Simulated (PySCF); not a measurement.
# [PrH3(H2O)]+: other functionals and bases at one geometry

One table from this session's results is given with a row withheld; the runs are named, their logs left out.

Program: PySCF 2.14.0. Level of theory: several levels, as the steps say, no spin–orbit coupling. These are calculated values, not measurements.

1 further run of the same task is left out (for a known fault of the program).

## Where the work starts

7 atoms, charge 1, spin multiplicity 1.

Bond lengths: Pr1–H2 1.920 Å, Pr1–H3 1.922 Å, Pr1–H4 1.920 Å, Pr1–O5 2.368 Å, O5–H6 0.974 Å, O5–H7 0.974 Å. Angles: H2–Pr1–H3 111.8°, H2–Pr1–H4 113.7°, H2–Pr1–O5 109.4°, H3–Pr1–H4 111.8°, H3–Pr1–O5 99.8°, H4–Pr1–O5 109.4°, Pr1–O5–H6 126.9°, Pr1–O5–H7 126.9°, H6–O5–H7 106.1°.

As a file:

| atom | x (Å) | y (Å) | z (Å) |
| --- | --- | --- | --- |
| Pr1 | 0.24484 | -0.15602 | 0.15602 |
| H2 | 1.29493 | 0.98057 | 1.29262 |
| H3 | -1.06198 | -1.15266 | 1.15266 |
| H4 | 1.29493 | -1.29262 | -0.98057 |
| O5 | -1.19113 | 1.17534 | -1.17534 |
| H6 | -1.56304 | 2.04500 | -0.94488 |
| H7 | -1.56304 | 0.94488 | -2.04500 |

Formal oxidation states: Pr +4. Each metal's 1 4f electrons lie in its core potential, so multiplicities, spins and levels count the valence alone. An earlier session relaxed this geometry at PBE0, Pr lcecp-2-SVP with ECP47, H def2-SVP, O def2-SVP (singlet, point group Cs).

At PBE0 on the finer grid: E = -117.033504 Eh, frontier levels not given, since the 4f levels lie in the core, Mulliken charge on Pr1 +1.16 e, largest force component 0.008 eV/Å. 

Levels to run: revPBE; B3LYP; PBE0, TZVP. Hardware: 2 threads of Arm Neoverse V1, shared host.

The first run:

File run.py (the lines that set the calculation):

```python
mol = gto.M(atom='''
Pr     0.24484    -0.15602     0.15602
H      1.29493     0.98057     1.29262
H     -1.06198    -1.15266     1.15266
H      1.29493    -1.29262    -0.98057
O     -1.19113     1.17534    -1.17534
H     -1.56304     2.04500    -0.94488
H     -1.56304     0.94488    -2.04500''',
    basis={'Pr': 'lcecp-2-SVP', 'H': 'def2-SVP', 'O': 'def2-SVP'},
    ecp={'Pr': 'lcecp-2-SVP'},
    charge=1, spin=0)
mf = dft.RKS(mol, xc='PBE_R,PBE')
mf.grids.atom_grid = (75, 302)  # f atoms: unpruned, at least (60, 302)
mf = mf.density_fit()  # fitting sets: Pr AutoAux, H def2-universal-JKFIT, O def2-universal-JKFIT
mf.conv_tol = 1e-08; mf.max_cycle = 55
mf.kernel(dm0)  # dm0: the density of the relaxed state
```

Command:

```
OMP_NUM_THREADS=2 python run.py
```

Among the steps run: revPBE; B3LYP; PBE0, TZVP.

One of the session's tables, all rows but one given; the rest of the session is left out.

```
              level  charge on Pr1 (e)  dipole (D)  largest force component (eV/Å)
PBE0 (relaxed here)               1.16        5.74                            0.01
             revPBE                  ?           ?                               ?
              B3LYP               1.11        5.80                            0.16
         PBE0, TZVP               1.22        5.78                            0.24
```

**Question.** Estimate the row for revPBE.

The run gave: charge on Pr1 (e): 1.02; dipole (D): 5.67; largest force component (eV/Å): 0.43. In the column «charge on Pr1 (e)» it is the lowest.

The dipole of a charged species depends on the origin, so these sizes hold for this origin alone.

The largest leftover force, 0.43 eV/Å with revPBE, stands at a geometry relaxed at another level. With 4f in the core, its levels are missing from HOMO and gap, and its count is fixed, so no charge can pass from the ligands into it. Total energies of different levels can't be compared.
